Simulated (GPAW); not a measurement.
# Cu3Rh (I4/mmm) in GPAW: notebook

The runs below take Cu3Rh through band structure, with PBEsol, LDA.

All numbers are computed with GPAW 26.7.0; they aren't measurements. Logs are shortened: lines on timing, memory, paths and dates and some standing lists are left out, and cuts for length are marked. The log counts tension as positive stress, the text compression.

## Step 1: The structure

Symmetry: I4/mmm, No. 139, tetragonal system. The conventional cell has a = 3.675 Å, b = 3.675 Å, c = 7.201 Å, α = 90.00°, β = 90.00°, γ = 90.00°. Rh (site symmetry 4/mmm) is surrounded by 12 Cu at 2.57 to 2.60 Å. Cu (site symmetry 4/mmm) is surrounded by 8 Cu at 2.57 Å and 4 Rh at 2.60 Å. Around Cu (site symmetry -4m2) lie 4 Rh at 2.57 Å and 8 Cu at 2.57 to 2.60 Å.

The cell comes from a database or a generator and needn't be the stable form of this composition.

## Step 2: Band structure, PBEsol

The input, run.py:

```python
from ase import Atoms
from ase.dft.bandgap import bandgap
from ase.io import write
from ase.units import GPa
from gpaw import GPAW, PW, setup_paths

setup_paths.insert(0, '.')

atoms = Atoms(['Rh', 'Cu', 'Cu', 'Cu'],
              cell=[[-1.8373872, 1.8373872, 3.600628],
                    [1.8373872, -1.8373872, 3.600628],
                    [1.8373872, 1.8373872, -3.600628]],
              scaled_positions=[[0.0, 0.0, 0.0],
                                [0.5, 0.5, 0.0],
                                [0.25, 0.75, 0.5],
                                [0.75, 0.25, 0.5]],
              pbc=True)

calc = GPAW(mode=PW(600),
            xc='PBEsol',
            kpts={'size': (7, 7, 7), 'gamma': True},
            occupations={'name': 'fermi-dirac', 'width': 0.05},
            nbands=44,
            convergence={'density': 1e-05, 'energy': 1e-05},
            maxiter=150,
            txt='gpaw.txt')
atoms.calc = calc
energy = atoms.get_potential_energy()
forces = atoms.get_forces()
stress = atoms.get_stress()
calc.write('gs.gpw')
write('result.traj', atoms)
print(f'Energy: {energy:.6f} eV')
print('Forces (eV/A):')
print(forces.round(4))
print('Stress (GPa):', (stress / GPa).round(3))
print('Fermi level:', round(calc.get_fermi_level(), 4), 'eV')
print(f'Gap: {bandgap(calc)[0]:.4f} eV, direct: {bandgap(calc, direct=True)[0]:.4f} eV')

path = atoms.cell.bandpath('GXYSGZS1NPY1Z,XP', npoints=100, eps=1e-4)
bs_calc = calc.fixed_density(kpts=path, symmetry='off', nbands=60,
                             convergence={'bands': 'CBM+6.0', 'eigenstates': 1e-6}, txt='bands.txt')
bs = bs_calc.band_structure()
bs.write('bs.json')
print(f'Gap on the path: {bandgap(bs_calc)[0]:.4f} eV')
```

Potentials or basis: PAW data sets generated in the run's folder for this functional, pw.

Started as:

```bash
gpaw-setup -f PBEsol Cu Rh
OMP_NUM_THREADS=1 python run.py
```

gpaw.txt:

```text
__  _  _
 | _ |_)|_||  |
 |__||  | ||/\| - 26.7.0

Input parameters:
  mode=PW(ecut=600.0),
  convergence={'density': 1e-05, 'energy': 1e-05},
  kpts=MonkhorstPack(size=(7, 7, 7), gamma=True),
  maxiter=150,
  nbands=44,
  occupations=Occupations(name='fermi-dirac', width=0.05),
  xc=XC(name='PBEsol')

Diagonalizing LCAO Hamiltonian
Converting LCAO to pw mode

       Cu
        Cu
            Cu

       Rh

Atoms  # Å, Bohr magnetons
|   | symbol |        x |        y |        z |    initial magnetic moments |
|---|--------|----------|----------|----------|-----------------------------|
| 0 |     Rh | 0.000000 | 0.000000 | 0.000000 | ( 0.0000,  0.0000,  0.0000) |
| 1 |     Cu | 0.000000 | 0.000000 | 3.600628 | ( 0.0000,  0.0000,  0.0000) |
| 2 |     Cu | 1.837387 | 0.000000 | 1.800314 | ( 0.0000,  0.0000,  0.0000) |
| 3 |     Cu | 0.000000 | 1.837387 | 1.800314 | ( 0.0000,  0.0000,  0.0000) |

Unit cell  # Å
| periodic |         x |         y |         z |  lengths |     angles |
|----------|-----------|-----------|-----------|----------|------------|
|      yes | -1.837387 |  1.837387 |  3.600628 | 4.440327 | 131.113033 |
|      yes |  1.837387 | -1.837387 |  3.600628 | 4.440327 | 131.113033 |
|      yes |  1.837387 |  1.837387 | -3.600628 | 4.440327 |  71.633554 |

Number of symmetries: 16
Symmetry operations  # r_c * U_cc + t_c -> r_c
|    | kind |            matrix            |
|----|------|------------------------------|
|  0 |  σ   |  1, 1, 1,  0, 0,-1,  0,-1, 0 |
|  1 |  C4  |  1, 1, 1,  0, 0,-1, -1, 0, 0 |
|  2 |  E   |  1, 0, 0,  0, 1, 0,  0, 0, 1 |
|  3 |  σ   |  1, 0, 0,  0, 1, 0, -1,-1,-1 |
|  4 |  σ   |  0, 1, 0,  1, 0, 0,  0, 0, 1 |
|  5 |  C2  |  0, 1, 0,  1, 0, 0, -1,-1,-1 |
|  6 |  C2  |  0, 0, 1, -1,-1,-1,  1, 0, 0 |
|  7 |  S4  |  0, 0, 1, -1,-1,-1,  0, 1, 0 |
|  8 |  C4  |  0, 0,-1,  1, 1, 1,  0,-1, 0 |
|  9 |  σ   |  0, 0,-1,  1, 1, 1, -1, 0, 0 |
| 10 |  σ   |  0,-1, 0, -1, 0, 0,  1, 1, 1 |
| 11 |  C2  |  0,-1, 0, -1, 0, 0,  0, 0,-1 |
| 12 |  C2  | -1, 0, 0,  0,-1, 0,  1, 1, 1 |
| 13 |  i   | -1, 0, 0,  0,-1, 0,  0, 0,-1 |
| 14 |  S4  | -1,-1,-1,  0, 0, 1,  1, 0, 0 |
| 15 |  C2  | -1,-1,-1,  0, 0, 1,  0, 1, 0 |

BZ-sampling:
  Number of BZ points: 343
  Number of IBZ points: 40

  Monkhorst-Pack size: [7, 7, 7]
  Monkhorst-Pack shift: [0, 0, 0]

K-points  # in reciprocal-cell coordinates
|     |                                coordinates |     weight |
|-----|--------------------------------------------|------------|
|   0 | (  0.00000000,   0.00000000,   0.00000000) | 0.00291545 |
|   1 | (  0.14285714,  -0.14285714,   0.00000000) | 0.01166181 |
|   2 | (  0.14285714,  -0.14285714,   0.14285714) | 0.01166181 |
|   3 | (  0.14285714,   0.00000000,   0.00000000) | 0.02332362 |
|   4 | (  0.14285714,   0.14285714,  -0.14285714) | 0.00583090 |
|   5 | (  0.28571429,  -0.28571429,   0.00000000) | 0.01166181 |
|   6 | (  0.28571429,  -0.28571429,   0.14285714) | 0.02332362 |
|   7 | (  0.28571429,  -0.28571429,   0.28571429) | 0.01166181 |
|   8 | (  0.28571429,  -0.14285714,   0.00000000) | 0.04664723 |
|   9 | (  0.28571429,  -0.14285714,   0.14285714) | 0.02332362 |
| ... |                                            |            |
|  39 | (  0.42857143,   0.42857143,   0.42857143) | 0.02332362 |

Plane wave coefficients: 1646
Cutoff: 600.0 eV

Spin-components: 1 (collinear spins)
Bands:           44
Projectors:      24
Spin-degeneracy: 2
Datatype:        complex128

Parallelization:
  kpt:    1
  domain: 1
  band:   1

Density:
  Valence electrons: 48.0
  Components: 1
  Grid points: [27 27 27]
  Charge: 0.0  # |e|

Potential:
  Grid points: [27 27 27]

species:
  Rh:
    name:    Rhodium
    Z:       45.0
    valence: 15
    core:    30
    charge:  0.0  # [|e|]
    compensation charges:
      type: gauss
      rc: 0.38  # [Å]
      lmax: 2
    cutoffs:
      filter: 2.48  # [Å]
      core: 2.35  # [Å]
    projectors
    | kind |    occ | energy [eV] | rcut [Å] |
    |------|--------|-------------|----------|
    |   5s |  1.000 |      -4.322 |    1.270 |
    |   4p |  6.000 |     -50.387 |    1.381 |
    |   5p |  0.000 |      -0.797 |    1.381 |
    |   4d |  8.000 |      -5.955 |    1.244 |
    |    s |        |      22.889 |    1.270 |
    |    d |        |      21.257 |    1.244 |

    Using partial waves for Rh as LCAO basis

  Cu:
    name:    Copper
    Z:       29.0
    valence: 11
    core:    18
    charge:  0.0  # [|e|]
    compensation charges:
      type: gauss
      rc: 0.33  # [Å]
      lmax: 2
    cutoffs:
      filter: 2.06  # [Å]
      core: 2.43  # [Å]
    projectors
    | kind |    occ | energy [eV] | rcut [Å] |
    |------|--------|-------------|----------|
    |   4s |  1.000 |      -4.607 |    1.164 |
    |   4p |  0.000 |      -0.637 |    1.164 |
    |   3d | 10.000 |      -5.060 |    1.058 |
    |    s |        |      22.604 |    1.164 |
    |    p |        |      26.574 |    1.164 |
    |    d |        |      22.151 |    1.058 |

    Using partial waves for Cu as LCAO basis

Reference energy: -265023.102916  # eV

eigensolver:
  PPCG
  Converge bands: occupied
  niter=2

density mixing:
  MSR1-Mixer
  Pratt-step length: 0.05
  Maximum mixing coefficient: 0.75
  Old densities: 10
  SVD Regularization: 0.005
  Good broyden scale: 1.0
  Trust region scale: 1.0
  Backstep threshold: 4.0
  History deletion threshold: 6.0
  Fourier metric: weight=20.0, sigma=0.015

occupation numbers:
  Fermi-Dirac:
    width: 0.0500  # eV

poisson solver:
  ecut: 4800.0  # eV

xc functional:
  name: PBEsol with 2 nearest neighbor stencil

convergence criteria:
- Maximum integral of absolute [dens]ity change: 1e-05 electrons / valence electron
- Maximum [total energy] change in last 3 cyles: 1e-05 eV / valence electron
- Maximum integral of absolute [eigenst]ate change: 4e-08 eV^2 / valence electron
maximum number of iterations: 150

SCF iterations
|iter     | |      energy | eigst |  dens |
|---------|-|-------------|-------|-------|
|iter:   1| |  -24.865822 | +0.35 |       |
|iter:   2| |  -22.944932 | -1.79 | -0.93 |
|iter:   3| |  -20.809897 | -1.67 | -1.04 |
|iter:   4| |  -20.692080 | -2.91 | -1.58 |
|iter:   5| |  -20.637270 | -3.37 | -1.94 |
|iter:   6| |  -20.627758 | -3.82 | -2.33 |
|iter:   7| |  -20.626494 | -4.90 | -2.64 |
|iter:   8| |  -20.626326 | -5.18 | -2.88 |
|iter:   9| |  -20.626317c| -4.97 | -3.11 |
|iter:  10| |  -20.626317c| -7.07 | -4.12 |
|iter:  11| |  -20.626315c| -7.61c| -4.40 |
|iter:  12| |  -20.626314c| -7.68c| -4.99 |
|iter:  13| |  -20.626314c| -8.54c| -5.54c|

Converged in 13 steps
Energy contributions relative to reference atoms: (reference = -265023.102916)

Energy contributions:
  Kinetic:         -41.426200
  Coulomb:          31.787882
  Zero:              0.054405
  External:          0.000000
  Xc:              -11.032130
  Entropy:          -0.020541
  Spinorbit:         0.000000
  ----------------------------
  Free energy:     -20.636585
  Extrapolated:    -20.626314

dipole moment: (-9.534325, -9.534325, -2.941205)  # |e|*Ang

Fermi level: 8.762
Eigenvalues  # (at kpt = [0.000, 0.000, 0.000])
| band index |      eig [eV] | occ [0-2] |
|------------|---------------|-----------|
|          0 |       -36.995 |     2.000 |
|        ... |               |           |
|         15 |         6.665 |     2.000 |
|         16 |         6.775 |     2.000 |
|         17 |         6.826 |     2.000 |
|         18 |         7.401 |     2.000 |
|         19 |         7.965 |     2.000 |
|         20 |         8.037 |     2.000 |
[... 8 lines left out ...]
|         29 |        16.797 |     0.000 |
|         30 |        17.725 |     0.000 |
|        ... |               |           |
|         43 |        36.236 |     0.000 |

No gap
No difference between direct/indirect transitions

Forces  # eV/Ang
|        x |        y |        z |
|----------|----------|----------|
| -0.00000 |  0.00000 | -0.00000 |  # Rh   0
|  0.00000 |  0.00000 |  0.00000 |  # Cu   1
|  0.00000 | -0.00000 |  0.00000 |  # Cu   2
| -0.00000 | -0.00000 | -0.00000 |  # Cu   3

Stress tensor  # eV/Ang^3
|        x |        y |        z |
|----------|----------|----------|
| 0.001722 | 0.000000 | 0.000000 |
| 0.000000 | 0.001722 | 0.000000 |
| 0.000000 | 0.000000 | 0.003916 |

# Writing to gs.gpw (mode='')
```

Wall time 3.5 min (1 thread of Arm Neoverse V2, shared host); peak memory 0.47 GiB.

What came out:

```
Free energy             : -20.6366 eV
Pressure                : -0.4 GPa
Band gap along the path : none (metal or under the smearing width)
```

Stress tensor (GPa, compression positive):
```
-0.28  0.00  0.00
 0.00 -0.28  0.00
 0.00  0.00 -0.63
```

Levels at the corners of the path, in eV from the Fermi level:
```csv
point,band 22,band 23,band 24,band 25,band 26,band 27
Γ,-0.57,-0.57,0.23,2.41,7.14,7.14
X,-0.54,-0.43,-0.38,-0.12,-0.08,1.87
Y,-0.57,-0.55,-0.16,-0.03,0.36,1.94
S,-1.18,-0.53,-0.20,0.25,0.41,5.48
Γ,-0.57,-0.57,0.23,2.41,7.14,7.14
Z,-0.11,-0.08,-0.08,0.16,1.98,1.98
S1,-1.18,-0.53,-0.20,0.25,0.41,5.48
N,-1.30,-0.77,-0.32,0.13,3.12,4.81
P,-0.81,-0.48,-0.06,-0.06,1.26,1.49
Y1,-0.57,-0.55,-0.16,-0.03,0.36,1.94
Z,-0.11,-0.08,-0.08,0.16,1.98,1.98
X,-0.54,-0.43,-0.38,-0.12,-0.08,1.87
P,-0.81,-0.48,-0.06,-0.06,1.26,1.49
```

Caveat: with this Cu data set, volumes or pressures lay over 1.5 % or 2 GPa off other programs in two to four cells of ten.

## Step 3: Band structure, LDA

run.py: that of step 2 with these lines changed.

```diff
@@ -4,5 +4,3 @@
 from ase.units import GPa
-from gpaw import GPAW, PW, setup_paths
-
-setup_paths.insert(0, '.')
+from gpaw import GPAW, PW
 
@@ -19,3 +17,3 @@
 calc = GPAW(mode=PW(600),
-            xc='PBEsol',
+            xc='LDA',
             kpts={'size': (7, 7, 7), 'gamma': True},
```

Potentials or basis: the program's PAW data sets (release 1.2.1) made for this functional, pw.

Started as:

```bash
OMP_NUM_THREADS=1 python run.py
```

It took 3.5 min on 1 thread of Arm Neoverse V2, shared host; peak memory 0.47 GiB.

It converged, with:

* Free energy: -22.4758 eV
* Pressure: -7.4 GPa
* Band gap along the path: none (metal or under the smearing width)

Stress tensor (GPa, compression positive):
```
-7.26  0.00  0.00
 0.00 -7.26  0.00
 0.00  0.00 -7.71
```

Levels at the corners of the path, in eV from the Fermi level:
```
point  band 20  band 21  band 22  band 23  band 24  band 25  band 26  band 27  band 28  band 29
    Γ    -0.80    -0.73    -0.58    -0.58     0.23     2.42     7.13     7.13     7.80     7.80
    X    -0.93    -0.59    -0.49    -0.43    -0.38    -0.09    -0.07     1.87     5.61     5.77
    Y    -1.54    -1.45    -0.58    -0.56    -0.16    -0.01     0.35     1.94     6.83     7.53
    S    -1.65    -1.43    -1.19    -0.52    -0.21     0.25     0.41     5.49     8.72     9.23
    Γ    -0.80    -0.73    -0.58    -0.58     0.23     2.42     7.13     7.13     7.80     7.80
    Z    -1.39    -0.53    -0.10    -0.09    -0.09     0.16     2.00     2.00     8.67     8.81
   S1    -1.65    -1.43    -1.19    -0.52    -0.21     0.25     0.41     5.49     8.72     9.23
    N    -1.63    -1.45    -1.33    -0.76    -0.33     0.13     3.11     4.82     7.95     8.75
    P    -1.70    -0.82    -0.82    -0.48    -0.06    -0.06     1.27     1.51     7.29     7.37
   Y1    -1.54    -1.45    -0.58    -0.56    -0.16    -0.01     0.35     1.94     6.83     7.53
    Z    -1.39    -0.53    -0.10    -0.09    -0.09     0.16     2.00     2.00     8.67     8.81
    X    -0.93    -0.59    -0.49    -0.43    -0.38    -0.09    -0.07     1.87     5.61     5.77
    P    -1.70    -0.82    -0.82    -0.48    -0.06    -0.06     1.27     1.51     7.29     7.37
```

Caveat: with this Cu data set, volumes or pressures lay over 1.5 % or 2 GPa off other programs in two to four cells of ten.
